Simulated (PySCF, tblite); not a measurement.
**C₆H₈N₂O: a rotation path, then NMR shifts on frames, part 1 of 2**

How do NMR shifts of C₆H₈N₂O (`C=C(C#N)C(=O)N(C)C`) change as the atoms move?

Programs: tblite 0.8.0 and PySCF 2.14.0, with density-fitted response routines of our own. Each step states its level of theory. These are calculated values for one molecule in the gas phase, unless marked as measured. Atoms are numbered from 0 throughout.

### Step 1. Starting geometry

17 atoms, charge 0, multiplicity 1; geometry from: GFN2-xTB.

Bonds of the start (Å): C0–C1 1.33, C1–C2 1.41, C2–N3 1.15, C1–C4 1.51, C4–O5 1.22, C4–N6 1.35, N6–C7 1.44, N6–C8 1.45, C0–H9 1.08, C0–H10 1.08, C7–H11 1.09, C7–H12 1.09, C7–H13 1.09, C8–H14 1.09, C8–H15 1.09, C8–H16 1.09.

### Step 2. The rotation path with GFN2-xTB

The job: settings as JSON, then the geometry in Å.

```
{"job": {"kind": "neb", "xc": "GFN2-xTB", "basis": "xTB", "atoms": [2, 1, 4, 6], "turn": 180}, "charge": 0, "multiplicity": 1}
C     -2.616927    -0.658649     0.085190
C     -1.501004    -0.102885     0.554514
C     -1.213641    -0.042379     1.936691
N     -0.955369     0.023390     3.052281
C     -0.537522     0.614217    -0.364700
O     -0.944762     1.477491    -1.116844
N      0.754778     0.240731    -0.285479
C      1.259475    -0.826794     0.542775
C      1.743593     0.960125    -1.055547
H     -3.342725    -1.117707     0.736047
H     -2.821840    -0.661023    -0.972093
H      0.475371    -1.543295     0.780520
H      1.676003    -0.439362     1.477495
H      2.048977    -1.349829    -0.000003
H      2.231541     0.291964    -1.768466
H      1.239897     1.758770    -1.596279
H      2.497157     1.387266    -0.390985
```

Level: GFN2-xTB climbing-image nudged elastic band, gas phase.

The run is started by

```console
$ OMP_NUM_THREADS=1 python probes_run.py task.json out
```

This one command runs all jobs of the session in turn.

Standard output:

```text
image   E - E0 / eV
  0       0.0000
  1       0.0383
  2       0.1108
  3       0.3263
  4       0.3748
  5       0.2068
  6       0.0760
  7       0.0307
  8       0.0008
```

Wall time 34 s (1 thread, shared host).

The final band, with the dihedral C2–C1–C4–N6:

```
image  dihedral (°)  energy (eV)  energy (kcal/mol)
    0            57        0.000                0.0
    1            90        0.038                0.9
    2           122        0.111                2.6
    3           150        0.326                7.5
    4           173        0.375                8.6
    5           208        0.207                4.8
    6           239        0.076                1.8
    7           277        0.031                0.7
    8           303        0.001                0.0
```

### Step 3. NMR shieldings: image 0, PBE0/pcSseg-1

The job: settings as JSON, then the geometry in Å.

```
{"job": {"kind": "nmr", "xc": "PBE0", "basis": "pcSseg-1", "pop": false}, "charge": 0, "multiplicity": 1}
C     -2.616900    -0.658600     0.085200
C     -1.501000    -0.102900     0.554500
C     -1.213600    -0.042400     1.936700
N     -0.955400     0.023400     3.052300
C     -0.537500     0.614200    -0.364700
O     -0.944800     1.477500    -1.116800
N      0.754800     0.240700    -0.285500
C      1.259500    -0.826800     0.542800
C      1.743600     0.960100    -1.055500
H     -3.342700    -1.117700     0.736000
H     -2.821800    -0.661000    -0.972100
H      0.475400    -1.543300     0.780500
H      1.676000    -0.439400     1.477500
H      2.049000    -1.349800    -0.000000
H      2.231500     0.292000    -1.768500
H      1.239900     1.758800    -1.596300
H      2.497200     1.387300    -0.391000
```

Level: GIAO PBE0/pcSseg-1 NMR shielding, non-relativistic, gas phase.

Standard output:

```text
coarse grid: 14688 points
cycle   1  E = -417.3778641296  dE =  1.498e+00  |g| = 9.213e-01  |ddm| = 3.824e+00
cycle   2  E = -416.5143977327  dE =  8.635e-01  |g| = 2.246e+00  |ddm| = 3.192e+00
cycle   3  E = -417.5450638203  dE = -1.031e+00  |g| = 1.628e-01  |ddm| = 2.549e+00
cycle   4  E = -417.5496490426  dE = -4.585e-03  |g| = 9.955e-02  |ddm| = 2.219e-01
cycle   5  E = -417.5515510478  dE = -1.902e-03  |g| = 3.738e-02  |ddm| = 8.537e-02
cycle   6  E = -417.5518329878  dE = -2.819e-04  |g| = 1.320e-02  |ddm| = 3.776e-02
cycle   7  E = -417.5518654427  dE = -3.245e-05  |g| = 4.750e-03  |ddm| = 1.149e-02
cycle   8  E = -417.5518699712  dE = -4.528e-06  |g| = 1.245e-03  |ddm| = 3.898e-03
final grid: 143416 points
cycle   9  E = -417.6137048390  dE = -2.500e-05  |g| = 1.273e-02  |ddm| = 3.442e-02
cycle  10  E = -417.6136181116  dE =  8.673e-05  |g| = 2.473e-02  |ddm| = 3.036e-02
cycle  11  E = -417.6137366869  dE = -1.186e-04  |g| = 2.938e-03  |ddm| = 2.159e-02
cycle  12  E = -417.6137384426  dE = -1.756e-06  |g| = 3.577e-04  |ddm| = 2.112e-03
cycle  13  E = -417.6137384584  dE = -1.586e-08  |g| = 2.330e-04  |ddm| = 4.378e-04
cycle  14  E = -417.6137384688  dE = -1.038e-08  |g| = 9.390e-05  |ddm| = 2.356e-04
cycle  15  E = -417.6137384706  dE = -1.747e-09  |g| = 2.272e-05  |ddm| = 8.326e-05
cycle  16  E = -417.6137384707  dE = -1.114e-10  |g| = 7.352e-06  |ddm| = 2.129e-05
converged SCF energy = -417.6137384707

GIAO shielding tensors (ppm)
atom      isotropic    diamagn.    paramagn.     s11        s22        s33       span
  0 C       38.805     247.137    -208.332    -89.039     38.308    167.146    256.185
  1 C       57.288     263.835    -206.546    -58.533     78.433    151.966    210.499
  2 C       65.828     259.695    -193.866    -50.472    -44.159    292.115    342.587
  3 N      -60.082     340.642    -400.723   -200.629   -187.609    207.993    408.622
  4 C       21.372     245.465    -224.093    -68.756     52.090     80.783    149.539
  5 O      -84.180     401.321    -485.500   -363.766   -180.738    291.965    655.732
  6 N      145.159     334.292    -189.134     34.757    175.688    225.031    190.275
  7 C      146.840     248.487    -101.647    128.386    133.177    178.957     50.570
  8 C      151.624     245.475     -93.852    125.654    144.027    185.190     59.536
  9 H       25.073      27.344      -2.271     20.723     25.122     29.374      8.651
 10 H       24.901      29.769      -4.868     20.331     24.834     29.538      9.207
 11 H       28.385      32.340      -3.955     24.075     28.782     32.297      8.222
 12 H       28.312      31.599      -3.288     24.860     26.114     33.961      9.101
 13 H       28.951      30.899      -1.948     24.539     27.500     34.815     10.276
 14 H       29.428      29.574      -0.147     24.751     27.371     36.160     11.409
 15 H       26.966      30.280      -3.314     21.914     27.293     31.691      9.777
 16 H       29.277      29.373      -0.096     24.501     27.397     35.934     11.433
```

Wall time 1.9 min (1 thread, shared host).

The references, computed at this level on geometries of the same kind, shield at (ppm): 1H TMS 31.72, 13C TMS 186.9, 15N NH3 267.7, 17O H2O 336.1. Their shielding less the atom's gives the shift. The references are single molecules in the gas phase, so shifts against H2O, NH3, PH3, H3PO4 or CFCl3 are not on the usual liquid scales and can be off by tens of ppm. Each atom is listed at this fixed geometry, with no averaging over motion; a spectrum would average atoms that exchange fast.

```
atoms                               environment  σ (ppm)  δ (ppm)
   C4                     amide carbonyl carbon     21.4    165.6
   C0                β carbon of a C=C–C=O unit     38.8    148.1
   C1                α carbon of a C=C–C=O unit     57.3    129.6
   C2                            nitrile carbon     65.8    121.1
   C7                 methyl carbon bonded to N    146.8     40.1
   C8                 methyl carbon bonded to N    151.6     35.3
  H10  hydrogen on a β carbon of a C=C–C=O unit    24.90     6.82
   H9  hydrogen on a β carbon of a C=C–C=O unit    25.07     6.64
  H15   hydrogen on a methyl carbon bonded to N    26.97     4.75
  H12   hydrogen on a methyl carbon bonded to N    28.31     3.41
  H11   hydrogen on a methyl carbon bonded to N    28.38     3.33
  H13   hydrogen on a methyl carbon bonded to N    28.95     2.77
  H16   hydrogen on a methyl carbon bonded to N    29.28     2.44
  H14   hydrogen on a methyl carbon bonded to N    29.43     2.29
   N3                          nitrile nitrogen    -60.1    327.8
   N6                       amide-type nitrogen    145.2    122.6
   O5                amide-type carbonyl oxygen    -84.2    420.3
```

Orbitals, density, ELF and potential are computed afterwards from the orbital file.

Frontier orbitals at PBE0/pcSseg-1, with the share of their density that lies nearest to each atom:

```
orbital  energy (eV)                    lies on
   HOMO        -7.41  N6 45 %; O5 28 %; H12 6 %
   LUMO        -1.92  C0 31 %; C1 20 %; N3 14 %
```

ELF in a plane through or near 5 of the atoms.

Ten even steps from '0' (0.00) to '9' (1.00):
```
0000000000000000000000000000
0000000000000000000000000000
0000000000000000000000000000
0000000000002333100000000000
0000000043005676400000000000
0000000499406777300210000000
0000000499702676102432000000
0000001478611444226654200000
0000002527666738849868860000
0000015863852849375658980000
0000027884565614535215750000
0000015630157402787200100000
0000000000466301566520000000
0000000003999701466520000000
0000000006999800344320000000
0000000003999500133210000000
0000000000365100012100000000
0000000000000000000000000000
0000000000000000000000000000
0000000000000000000000000000
```
The map spans 12.3 Å across and 9.3 Å up, centred on the molecule. Atoms in the plane (x, y in Å): C1 (1.5, 0.2), C4 (0.2, 0.8), N6 (-0.9, 0.1), C8 (-2.2, 0.7), H12 (-1.0, -2.0).

log10 of the density (e/Å³) in the same plane.

Ten even steps from '0' (-4.0) to '9' (1.7):
```
0000000000000000000000000000
0000000000000000000000000000
0000000000112333210000000000
0000001122234444322111000000
0000012333345565433322100000
0000023455555776544443210000
0000134566655776555554321000
0000234677656776656665432000
0001245689777787777766542100
0001245677778777797666542100
0000245666677766777655432100
0000134555566655676544321000
0000023334566655666543210000
0000012234677645566543200000
0000001234576544555443200000
0000000123455433444432100000
0000000012333323333321000000
0000000001122111222210000000
0000000000000000000000000000
0000000000000000000000000000
```
The map spans 12.3 Å across and 9.3 Å up, centred on the molecule. Atoms in the plane (x, y in Å): C1 (1.5, 0.2), C4 (0.2, 0.8), N6 (-0.9, 0.1), C8 (-2.2, 0.7), H12 (-1.0, -2.0).

On the surface of density 0.002 e/bohr³ the electrostatic potential runs, from the 1st to the 99th percentile, from -1.74 V near O5 to 1.26 V near H9.

### Step 4. Shielding tensors: image 2, PBE0/pcSseg-1

The job: settings as JSON, then the geometry in Å.

```
{"job": {"kind": "nmr", "xc": "PBE0", "basis": "pcSseg-1", "pop": false}, "charge": 0, "multiplicity": 1}
C     -2.092500    -1.048500     0.321700
C     -1.469700     0.053000     0.737500
C     -1.861900     0.696300     1.936700
N     -2.174000     1.214900     2.909300
C     -0.442000     0.828500    -0.052500
O     -0.705300     1.958300    -0.415000
N      0.733200     0.222400    -0.323200
C      1.140300    -1.093200     0.103100
C      1.761500     0.981700    -1.001000
H     -2.887900    -1.490800     0.900100
H     -1.839100    -1.529100    -0.608300
H      0.289100    -1.692400     0.411200
H      1.843600    -1.027000     0.939200
H      1.641600    -1.594300    -0.727800
H      1.999700     0.523500    -1.963200
H      1.391800     1.991800    -1.163900
H      2.664700     1.016900    -0.388700
```

Method: GIAO PBE0/pcSseg-1 NMR shielding, non-relativistic, gas phase.

Standard output:

```text
coarse grid: 14688 points
cycle   1  E = -417.3689414789  dE =  1.502e+00  |g| = 9.256e-01  |ddm| = 3.830e+00
cycle   2  E = -416.3160092726  dE =  1.053e+00  |g| = 2.402e+00  |ddm| = 2.978e+00
cycle   3  E = -417.5359910997  dE = -1.220e+00  |g| = 2.124e-01  |ddm| = 2.412e+00
cycle   4  E = -417.5419156837  dE = -5.925e-03  |g| = 1.591e-01  |ddm| = 3.183e-01
cycle   5  E = -417.5466003199  dE = -4.685e-03  |g| = 6.474e-02  |ddm| = 1.490e-01
cycle   6  E = -417.5474994682  dE = -8.991e-04  |g| = 1.669e-02  |ddm| = 5.807e-02
cycle   7  E = -417.5475492129  dE = -4.974e-05  |g| = 6.621e-03  |ddm| = 1.587e-02
cycle   8  E = -417.5475597996  dE = -1.059e-05  |g| = 1.633e-03  |ddm| = 6.303e-03
cycle   9  E = -417.5475603861  dE = -5.865e-07  |g| = 3.826e-04  |ddm| = 1.626e-03
final grid: 143416 points
cycle  10  E = -417.6090086014  dE = -2.892e-05  |g| = 1.165e-02  |ddm| = 3.220e-02
cycle  11  E = -417.6089379846  dE =  7.062e-05  |g| = 2.239e-02  |ddm| = 2.632e-02
cycle  12  E = -417.6090351024  dE = -9.712e-05  |g| = 3.001e-03  |ddm| = 1.927e-02
cycle  13  E = -417.6090369284  dE = -1.826e-06  |g| = 4.051e-04  |ddm| = 2.293e-03
cycle  14  E = -417.6090369495  dE = -2.111e-08  |g| = 2.476e-04  |ddm| = 4.392e-04
cycle  15  E = -417.6090369612  dE = -1.172e-08  |g| = 9.531e-05  |ddm| = 2.370e-04
cycle  16  E = -417.6090369630  dE = -1.836e-09  |g| = 2.096e-05  |ddm| = 8.083e-05
cycle  17  E = -417.6090369631  dE = -8.993e-11  |g| = 6.025e-06  |ddm| = 1.990e-05
converged SCF energy = -417.6090369631

GIAO shielding tensors (ppm)
atom      isotropic    diamagn.    paramagn.     s11        s22        s33       span
  0 C       46.497     250.156    -203.659    -75.459     48.846    166.104    241.563
  1 C       60.294     260.972    -200.678    -50.962     85.035    146.810    197.772
  2 C       65.411     257.115    -191.704    -51.273    -44.884    292.391    343.664
  3 N      -53.043     339.684    -392.727   -202.826   -194.352    238.047    440.873
  4 C       20.874     245.426    -224.552    -68.437     49.999     81.060    149.497
  5 O      -90.272     399.738    -490.011   -404.538   -195.328    329.049    733.587
  6 N      143.779     333.592    -189.812     35.771    176.026    219.540    183.769
  7 C      147.692     247.437     -99.745    127.867    131.704    183.505     55.638
  8 C      152.397     245.404     -93.007    125.406    146.752    185.034     59.627
  9 H       25.123      27.644      -2.522     21.256     25.110     29.001      7.745
 10 H       25.713      31.042      -5.330     21.243     25.493     30.402      9.159
 11 H       27.838      32.059      -4.220     22.510     29.186     31.819      9.309
 12 H       28.779      30.537      -1.758     25.080     26.119     35.139     10.059
 13 H       28.970      30.703      -1.733     24.907     26.989     35.013     10.106
 14 H       29.345      29.353      -0.009     24.543     27.357     36.134     11.591
 15 H       26.774      30.117      -3.343     21.463     27.400     31.458      9.996
 16 H       29.449      29.232       0.217     24.972     27.409     35.966     10.994
```

Run time: 84 s. Hardware: 1 thread, shared host.

This run: δ C4 166.1, C0 140.4, C1 126.6, C2 121.5, H9 6.59, H10 6.00 ppm.

(Continued in part 2 of 2.)
